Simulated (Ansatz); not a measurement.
# C7H9N: small, medium and large basis sets

An exercise on one series of results from a longer session: the logs are not shown, and one member is left open.

The runs use Ansatz 0.2.0, Gaussian basis; one geometry, several basis sets.

The runs, in order: PBE0-D4/def2-SVP; ωB97M-V/def2-SVP; PBE0-D4/def2-QZVPP; ωB97M-V/def2-QZVPP; the functionals' def2-TZVPP values are taken from earlier runs.

## The geometry

An earlier PBE0-D4 in a triple-zeta def2 set relaxation fixed the geometry.

SMILES `Cc1ccc(C)nc1`, 17 atoms, charge 0, spin multiplicity 1.

Atoms are counted from 1 here; the program's logs count them from 0.

Bond lengths: C1–C2 1.496 Å, C1–H9 1.093 Å, C1–H10 1.093 Å, C1–H11 1.091 Å, C2–C3 1.389 Å, C2–C8 1.391 Å, C3–C4 1.382 Å, C3–H12 1.086 Å, C4–C5 1.392 Å, C4–H13 1.084 Å, C5–C6 1.496 Å, C5–N7 1.332 Å, C6–H14 1.092 Å, C6–H15 1.092 Å, C6–H16 1.091 Å, N7–C8 1.326 Å, C8–H17 1.089 Å. Angles: C2–C1–H9 111.3°, C2–C1–H10 111.3°, C2–C1–H11 111.1°, H9–C1–H10 107.3°, H9–C1–H11 107.8°, H10–C1–H11 107.8°, C1–C2–C3 122.3°, C1–C2–C8 121.5°, C3–C2–C8 116.2°, C2–C3–C4 119.7°, C2–C3–H12 120.1°, C4–C3–H12 120.1°, C3–C4–C5 119.4°, C3–C4–H13 120.6°, C5–C4–H13 120.0°, C4–C5–C6 121.8°, C4–C5–N7 121.4°, C6–C5–N7 116.8° and more.

The first run:

Input file in.yaml:

```yaml
crystal:
  periodic: [false, false, false]
  atoms:
    - {symbol: C, position_ang: [1.625459, -2.298341, 0.146169]}
    - {symbol: C, position_ang: [0.749712, -1.087792, 0.076540]}
    - {symbol: C, position_ang: [1.195617, 0.120966, -0.443070]}
    - {symbol: C, position_ang: [0.341403, 1.206934, -0.483247]}
    - {symbol: C, position_ang: [-0.957448, 1.072397, -0.000542]}
    - {symbol: C, position_ang: [-1.927076, 2.210958, -0.017722]}
    - {symbol: N, position_ang: [-1.395533, -0.081193, 0.499857]}
    - {symbol: C, position_ang: [-0.564177, -1.113262, 0.531445]}
    - {symbol: H, position_ang: [1.958980, -2.605471, -0.848804]}
    - {symbol: H, position_ang: [2.520769, -2.107628, 0.743990]}
    - {symbol: H, position_ang: [1.096278, -3.140136, 0.595646]}
    - {symbol: H, position_ang: [2.211351, 0.212154, -0.816075]}
    - {symbol: H, position_ang: [0.674903, 2.156575, -0.885665]}
    - {symbol: H, position_ang: [-2.810344, 1.945595, -0.603354]}
    - {symbol: H, position_ang: [-2.270042, 2.429826, 0.996164]}
    - {symbol: H, position_ang: [-1.483691, 3.113074, -0.440696]}
    - {symbol: H, position_ang: [-0.966159, -2.034657, 0.949373]}
basis:
  gaussian: {orbitals: def2-SVP}
hamiltonian: {xc: pbe0, dispersion: d4}
output: {orbitals: {seedname: orbitals}}
```

Run with:

```console
ansatz run in.yaml --threads 2 --pin off --events-out ev --progress --plain --max-ram 31744MiB --backend cpu
```

Steps of the session up to this table: PBE0-D4 in def2-SVP; ωB97M-V in def2-SVP; PBE0-D4 in def2-QZVPP; ωB97M-V in def2-QZVPP.

One of the session's tables, all rows but one given; the rest of the session is left out.

It belongs to the step «Density functionals: the series». 

```
functional       basis  HOMO (eV)
   PBE0-D4    def2-SVP      -7.00
   PBE0-D4  def2-TZVPP      -7.01
   PBE0-D4  def2-QZVPP          ?
   ωB97M-V    def2-SVP      -9.04
   ωB97M-V  def2-TZVPP      -9.06
   ωB97M-V  def2-QZVPP      -9.07
```

**Question.** Estimate the row for PBE0-D4, def2-QZVPP.

The run gave: HOMO (eV): -7.02. In the column «HOMO (eV)» it lies between ωB97M-V, def2-SVP (-9.04) and PBE0-D4, def2-TZVPP (-7.01).
